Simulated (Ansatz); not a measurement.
Predict the output of the script below (the Python package of Ansatz (0.2.0)).

`c3h7alge.yaml`
```yaml
crystal:
  periodic: [false, false, false]
  atoms:
    - { symbol: Al, position_ang: [-0.1496, 1.4824, 1.9804] }
    - { symbol: Ge, position_ang: [-0.931, -0.059, 0.2606] }
    - { symbol: C, position_ang: [-0.1979, 0.3249, -1.4891] }
    - { symbol: C, position_ang: [0.8066, -0.7306, -1.4929] }
    - { symbol: C, position_ang: [0.3442, -1.2928, -0.1653] }
    - { symbol: H, position_ang: [-0.9408, 2.9508, 2.0977] }
    - { symbol: H, position_ang: [1.273, 1.3541, 2.631] }
    - { symbol: H, position_ang: [-2.3342, -0.5948, 0.1935] }
    - { symbol: H, position_ang: [-0.3719, 1.1263, -2.1498] }
    - { symbol: H, position_ang: [1.4653, -1.0704, -2.1959] }
    - { symbol: H, position_ang: [-0.1001, -2.304, -0.2167] }
    - { symbol: H, position_ang: [1.2133, -1.242, 0.5805] }
basis:
  gaussian: { orbitals: def2-SVP }
hamiltonian:
  xc: pbe0
output:
  forces: true
```

Script `c3h7alge_deck.py`:
```python
# -*- coding: utf-8 -*-
"""C3H7AlGe through the session interface."""

import ansatz as az
import numpy as np
import pandas as pd

session = az.Session.from_deck("c3h7alge.yaml")
report = session.plan(threads=1).execute().report

for key in ("converged", "free_energy_ev", "reference_energy_ev", "n_frozen", "n_occupied", "n_virtual"):
    print(f"{key:22s} {report[key]}")
symbols = ["Al", "Ge", "C", "C", "C", "H", "H", "H", "H", "H", "H", "H"]

forces = np.array(report["forces_ev_ang"])
print("largest force", round(float(np.linalg.norm(forces, axis=1).max()), 4), "eV/A, rms", round(float(np.sqrt((forces ** 2).mean())), 4))
charges = report["charge_distribution"]
table = pd.DataFrame({"atom": symbols, "mulliken": charges["mulliken_charges_e"], "lowdin": charges["lowdin_charges_e"]})
print(table.round(3).to_string())
print("dipole (e A):", np.round(charges["dipole_moment_e_ang"], 4) + 0.0)
```

Running `python c3h7alge_deck.py` prints:
```text
converged              True
free_energy_ev         -66311.30879179358
reference_energy_ev    -66311.30879179358
n_frozen               0
n_occupied             [35, 35]
n_virtual              [92, 92]
largest force 9.5171 eV/A, rms 2.1707
   atom  mulliken  lowdin
0    Al     0.472   0.316
1    Ge     0.057  -0.037
2     C    -0.162  -0.024
3     C    -0.052   0.040
4     C    -0.146  -0.053
5     H    -0.161  -0.123
6     H    -0.141  -0.108
7     H    -0.047  -0.039
8     H     0.021  -0.025
9     H     0.012  -0.014
10    H     0.075   0.029
11    H     0.072   0.039
dipole (e A): [ 0.0146 -0.1922  0.1209]
```

Total energies depend on the basis set; only differences at equal settings carry meaning. The geometry is a force-field or estimated start, not a minimum of this method, and the basis set is short of its limit. The Löwdin charges here are taken after orthogonalising the functions within each atom; they differ from plain Löwdin charges, and their signs can be unphysical. Finished in 9.2 s on 1 thread of Arm Neoverse V1 (shared host), peak memory 0.4 GiB.

(A comment or docstring line of the script was reworded after the run, the code is as it ran; lines on the test bed's own set-up are left out of the output.)
